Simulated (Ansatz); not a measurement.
# Ir2Rh: the cost of one run

Program: Ansatz 0.2.0. Level of theory: DFT PBE, scalar-relativistic, plane waves, PAW, unless a step names another level. These are calculated values, not measurements.

1 further run of the same task is left out (set aside as unsound or not needed).

**1. Starting point**

Symmetry: P-3m1, No. 164, trigonal system. Conventional cell: a = 2.741 Å, b = 2.741 Å, c = 13.292 Å, α = 90.00°, β = 90.00°, γ = 120.00°. Ir (site symmetry 3m) is surrounded by 12 Ir at 2.72 to 2.74 Å. Around Ir (site symmetry 3m) lie 3 Rh at 2.71 Å and 9 Ir at 2.72 to 2.74 Å. Rh (site symmetry 3m) is surrounded by 3 Ir at 2.71 Å and 9 Rh at 2.72 to 2.74 Å.

As a file:

```
CELL_PARAMETERS angstrom
2.74073 0.00000 0.00000
-1.37036 2.37354 0.00000
0.00000 0.00000 13.29178
ATOMIC_POSITIONS crystal
Ir 0.33333 0.66667 0.91592
Ir 0.33333 0.66667 0.25093
Ir 0.66667 0.33333 0.08408
Ir 0.66667 0.33333 0.74907
Rh 0.33333 0.66667 0.58339
Rh 0.66667 0.33333 0.41661
```

It is the end of an earlier relaxation with the same method, from a generated guess; it needn't be the stable form of this composition. At a tolerance of 0.05 Å it has space group P-3m1 (No. 164); it has 14.41 Å³/atom, an uncorrected energy of +0.05 eV/atom over the elements and, on its mesh, gap none (metal).

**2. Elastic constants, atoms relaxed**

File input.yaml:

```yaml
crystal:
  lattice:
    - [2.7444601254, 0.0, 0.0]
    - [-1.3722300627, 2.3767721883, 0.0]
    - [0.0, 0.0, 13.2954064147]
  atoms:
    - { symbol: Ir, position: [0.3333333333, 0.6666666667, 0.9159846328] }
    - { symbol: Ir, position: [0.3333333333, 0.6666666667, 0.2509770756] }
    - { symbol: Ir, position: [0.6666666667, 0.3333333333, 0.0840153672] }
    - { symbol: Ir, position: [0.6666666667, 0.3333333333, 0.7490229244] }
    - { symbol: Rh, position: [0.3333333333, 0.6666666667, 0.5832442166] }
    - { symbol: Rh, position: [0.6666666667, 0.3333333333, 0.4167557834] }
basis:
  ecutwfc: 420
kpoints:
  mp_grid: { grid: [18, 18, 4] }
hamiltonian:
  xc: pbe
scf:
  occupations: { method: fermi_dirac, width: 0.15 }
output:
  forces: true
  stress: true
  eigenvalues: true
elastic:
  mode: relaxed_ion
  amplitude: 0.005
  stencil: two_point
```

Command:

```
ansatz run input.yaml --threads 4 --pin off --max-ram 8192MiB --backend cpu --events-out ev --progress --plain --runs-dir out
```

What time and memory should one allow on 4 threads of Intel Xeon 6975P-C (Granite Rapids), shared host?

About 5.8 min, with a peak of 1.7 GiB.
